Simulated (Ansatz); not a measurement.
# SiH₂Cl₂ + SiH₄: a complex and its separated parts

The complex below is one end of an elementary step. How strongly is it bound against its free parts?

Computed with Ansatz 0.2.0, Gaussian basis. Level: PBE0-D4/def2-TZVP structures, single points in def2-TZVPP, no counterpoise correction.

Levels: SPW92, PBE-D4, BLYP-D4, r2SCAN-D4, B97M-V, PBE0-D4, B3LYP-D4, r2SCAN0-D4, BHLYP-D4, CAM-B3LYP-D4, wB97X-V, wB97M-V, B2PLYP, PBE-QIDH, RPA on PBE, Hartree-Fock, MP2, CCSD, CCSD(T).

Cores are frozen in the correlated methods. B3LYP uses VWN-RPA correlation. B2PLYP carries no dispersion term here.

94 further runs of the same task are left out: 94 set aside as unsound or not needed.

### 1 Starting geometry

The complex: 10 atoms, charge 0, spin multiplicity 1.

Atoms are counted from 1 here; the program's logs count them from 0.

Bond lengths: Si1–Cl3 2.040 Å, Si1–Cl4 2.039 Å, Si1–H5 1.475 Å, Si1–H7 1.476 Å, Si2–H6 1.485 Å, Si2–H8 1.485 Å, Si2–H9 1.485 Å, Si2–H10 1.485 Å. Angles: Cl3–Si1–Cl4 110.2°, Cl3–Si1–H5 108.5°, Cl3–Si1–H7 108.5°, Cl4–Si1–H5 108.5°, Cl4–Si1–H7 108.5°, H5–Si1–H7 112.5°, H6–Si2–H8 109.4°, H6–Si2–H9 109.3°, H6–Si2–H10 109.5°, H8–Si2–H9 109.5°, H8–Si2–H10 109.6°, H9–Si2–H10 109.6°.

Coordinates:

```
Si   -0.96933    1.63453   -0.80297
Si    1.02150   -1.53175    0.87813
Cl   -0.06945    0.83227   -2.44820
Cl   -2.73761    0.68765   -0.43406
H    -1.24669    3.05904   -1.06908
H     0.79740   -0.91506    2.21058
H    -0.08125    1.43848    0.35972
H     2.00728   -0.72062    0.12011
H    -0.26242   -1.57264    0.13384
H     1.54056   -2.91180    1.05195
```

Its parts: SiH₂Cl₂ holds atoms 1, 3, 4, 5, 7; SiH₄ holds atoms 2, 6, 8, 9, 10. Each part counts its atoms afresh in its own runs.

### 2 Relaxing SiH₂Cl₂ alone

Input file relax-a/in.yaml:

```yaml
crystal:
  periodic: [false, false, false]
  atoms:
    - {symbol: Si, position_ang: [-0.969334, 1.634528, -0.802971]}
    - {symbol: Cl, position_ang: [-0.069445, 0.832270, -2.448201]}
    - {symbol: Cl, position_ang: [-2.737610, 0.687653, -0.434065]}
    - {symbol: H, position_ang: [-1.246687, 3.059043, -1.069077]}
    - {symbol: H, position_ang: [-0.081247, 1.438480, 0.359715]}
basis:
  gaussian: {orbitals: def2-TZVP}
hamiltonian: {xc: pbe0, dispersion: d4}
relax: {f_tol: 0.005, max_steps: 200}
```

Started as:

```
$ ansatz run in.yaml --threads 4 --pin off --events-out ev --progress --plain --max-ram 9574MiB
```

After this run come: Relaxing SiH₄ alone; SPW92/def2-TZVPP; PBE-D4/def2-TZVPP; BLYP-D4/def2-TZVPP; r2SCAN-D4/def2-TZVPP; B97M-V/def2-TZVPP; PBE0-D4/def2-TZVPP; B3LYP-D4/def2-TZVPP; r2SCAN0-D4/def2-TZVPP; BHLYP-D4/def2-TZVPP; CAM-B3LYP-D4/def2-TZVPP; wB97X-V/def2-TZVPP; wB97M-V/def2-TZVPP; B2PLYP/def2-TZVPP; PBE-QIDH/def2-TZVPP; RPA on PBE/def2-TZVPP; CCSD(T)/def2-TZVPP; Vibrations of SiH₂Cl₂; Vibrations of SiH₄.

**Question.** What will these runs give? Wanted: complex less parts, CCSD(T)/def2-TZVPP; with zero-point energy; largest T1 diagnostic.

As calculated:

| quantity | value |
| --- | --- |
| complex less parts, CCSD(T)/def2-TZVPP | -1.06 kcal/mol |
| with zero-point energy | -0.55 kcal/mol |
| largest T1 diagnostic | 0.011 |

What this shows: At CCSD(T) the complex lies 1.06 kcal/mol below its parts. r2SCAN-D4 is the best functional here (-0.22 kcal/mol from CCSD(T)); SPW92 is the worst (-1.34 kcal/mol). Mean unsigned error by rung: LDA 1.34, GGA 0.60, meta-GGA 0.28, hybrid 0.54, range-separated hybrid 0.41, double hybrid 0.82 kcal/mol. PBE-D4 gives a relative energy 0.75 kcal/mol too low, an error of 70 % of the reference. No counterpoise was applied, and triple zeta lacks some correlation, so the CCSD(T) reference has a basis error of its own, and close matches with it are partly luck.
